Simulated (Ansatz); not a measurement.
**Ru (sc type): how the settings move a relaxation**

Aim: see which settings change the result for Ru (sc type), by how much, and at what cost.

Method: reference: DFT, PBEsol, PAW with Ansatz's default frozen-core files, scalar-relativistic, in Ansatz 0.2.0.

2 further runs of the same task are left out: 2 that didn't finish. Runs told in other sessions of the task aren't counted.

## (1) Starting point

Symmetry: Pm-3m, No. 221, cubic system. Conventional cell: a = 2.432 Å, b = 2.432 Å, c = 2.432 Å, α = 90.00°, β = 90.00°, γ = 90.00°. Ru (site symmetry m-3m) is surrounded by 6 Ru at 2.43 Å.

Coordinates:

```
CELL_PARAMETERS angstrom
2.43213 0.00000 0.00000
0.00000 2.43213 0.00000
0.00000 0.00000 2.43213
ATOMIC_POSITIONS crystal
Ru 0.00000 0.00000 0.00000
```

## (2) Reference

Input file input.yaml:

```yaml
crystal:
  lattice:
    - [2.4321304286, 0.0, 0.0]
    - [0.0, 2.4321304286, 0.0]
    - [0.0, 0.0, 2.4321304286]
  atoms:
    - { symbol: Ru, position: [0.0, 0.0, 0.0] }
kpoints:
  mp_grid: { grid: [15, 15, 15] }
scf:
  occupations: { method: fermi_dirac, width: 0.1 }
hamiltonian:
  xc: pbesol
  pseudopotentials: { kind: paw }
output:
  forces: true
  stress: true
relax:
  f_tol: 0.005
  max_steps: 40
  cell: {}
```

Run with:

```
$ ansatz run input.yaml --threads 1 --pin off --max-ram 2048MiB --backend cpu --events-out ev --progress --plain --runs-dir out
```

## (3) A further run, with the input changed

input.yaml: that of step 2 with these lines changed.

```diff
@@ -10,3 +10,4 @@
 scf:
-  occupations: { method: fermi_dirac, width: 0.1 }
+  occupations: { method: tetrahedron }
+  algorithm: direct_min
 hamiltonian:
```

(Steps that only read results are left out.)

Before running it: what results should come out? Wanted: for each run, ending; energy change.

The runs gave:

| run | ending | energy change | cycles | time |
| --- | --- | --- | --- | --- |
| reference | converged | - | 23 | 6 s |
| 1: occupations.method tetrahedron, scf.algorithm direct_min, width left out | refused | - | - | 0.03 s |

**Reading.** With the changed smearing and solver the run ends refused. 1 of the 1 altered inputs did not end normally.
